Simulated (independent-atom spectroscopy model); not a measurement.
# Al2O3 on SrTiO3: peak ratios against emission angle

Aim: the ratio of the Al 2s peak of the film to the Ti 2p3/2 peak of the substrate as the sample is tilted.

Program: independent-atom spectroscopy model, version 2. Model: angle-resolved photoelectron peak ratio of a uniform film on a substrate: exponential attenuation with lengths from TPP-2M (nominal gaps) and the elastic albedo, Dirac-Hartree-Slater cross sections, magic-angle geometry. All values are calculated.

**1. Film and substrate**

4.4 nm of Al2O3 (3.92 g/cm³) on SrTiO3 (5.12 g/cm³).

**2. Calculation**

Input values:

```json
{
  "film": "Al2O3",
  "film_density": 3.92,
  "base": "SrTiO3",
  "base_density": 5.12,
  "photon_energy": 1486.7,
  "film_peak": "Al 2s",
  "base_peak": "Ti 2p3/2",
  "thickness": 4.4,
  "emission_angle": [0, 10, 20, 30, 40, 45, 50, 55]
}
```

Units: film_density in g/cm³, base_density in g/cm³, photon_energy in eV, thickness in nm, emission_angle in degrees.

**Question.** What will these runs give? Wanted: ratio at normal emission; ratio at 55°.

**Answer**, as computed:

```
                                            quantity    value
                            ratio at normal emission     3.95
                                        ratio at 55°     20.5
attenuation length of the substrate peak in the film  2.21 nm
                          thickness over that length     1.99
```

What this shows: The film is 2.0 attenuation lengths thick, so 14 % of the substrate's signal gets out at 0°. At 55° the ratio is 5.2 times as large, since the way out grows as 1/cos θ. Islands, roughness and grazing exit, where elastic scattering matters more, are outside the model.
